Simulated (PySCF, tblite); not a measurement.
**C₂H₉OSi₂ radical: geometry, infrared bands and EPR parameters**

Aim: predict the infrared bands and EPR parameters of C₂H₉OSi₂ radical (`COC[SiH2][SiH2]`).

The runs use tblite 0.8.0 and PySCF 2.14.0, with density-fitted response routines of our own; the level of theory stands in each step. All values are computed, except where a source is named. Atoms are numbered from 0 throughout.

## Step 1: The molecule as given

14 atoms, charge 0, multiplicity 2; geometry from: force field or distance geometry start.

Bonds of the start (Å): C0–O1 1.39, O1–C2 1.41, C2–Si3 1.85, Si3–Si4 2.20, C0–H5 1.10, C0–H6 1.12, C0–H7 1.12, C2–H8 1.11, C2–H9 1.12, Si3–H10 1.47, Si3–H11 1.45, Si4–H12 1.46, Si4–H13 1.46.

## Step 2: Relaxing the molecule with GFN2-xTB

The job: settings as JSON, then the geometry in Å.

```
{"job": {"kind": "relax", "xc": "GFN2-xTB", "basis": "xTB"}, "charge": 0, "multiplicity": 2}
C     -2.093200     1.005100     0.148300
O     -0.798400     0.600800    -0.155200
C     -0.557000    -0.587500     0.566800
Si     1.168300    -1.141700     0.177400
Si     2.484900     0.591200     0.528700
H     -2.157700     1.167600     1.229400
H     -2.793700     0.195800    -0.184300
H     -2.344400     1.952900    -0.399900
H     -1.326600    -1.355000     0.319900
H     -0.613800    -0.318900     1.654200
H      1.535800    -2.243500     1.083200
H      1.173100    -1.669600    -1.176500
H      2.507800     1.539600    -0.578000
H      3.814300     0.262700     1.043800
```

Started as:

```bash
$ OMP_NUM_THREADS=1 python probes_run.py task.json out
```

The driver reads the jobs from task.json and runs them one after another.

**Question.** This job is followed by: GFN2-xTB harmonic vibrations, gas phase; UKS B3LYP, pcH-1 on C H O Si, non-relativistic, mean-field spin-orbit, GIAO. Predict these results of the whole session: strongest single infrared mode (GFN2-xTB); zero-point energy (GFN2-xTB); g(iso) (B3LYP); ⟨S²⟩; largest a(iso) (averaged by class); potential on the surface of density 0.002 e/bohr³, 1st and 99th percentile.

The runs gave:

| quantity | value |
| --- | --- |
| strongest single infrared mode (GFN2-xTB) | 2095 cm⁻¹, 371 km/mol |
| zero-point energy (GFN2-xTB) | 62.0 kcal/mol |
| g(iso) (B3LYP) | 2.00429 |
| ⟨S²⟩ | 0.753 (exact 0.75) |
| largest a(iso) (averaged by class) | 29Si on Si4, -293.7 MHz |
| potential on the surface of density 0.002 e/bohr³, 1st and 99th percentile | -1.09 V and 0.88 V |

What this shows: Over 78 steps the energy fell by 0.317 eV; of the close pairs, Si3–Si4 changed most, 2.204 to 2.270 Å. No mode is imaginary among the 36: a minimum at this level. The strongest single mode, at 2095 cm⁻¹, moves mainly H11. GFN2-xTB is a fitted tight-binding method: band positions and strengths are rough. Its intensities can rank the bands wrongly. Most of the unpaired spin sits on Si4 (0.99 e). The isotropic g lies 2.0 ppt above the free-electron value.
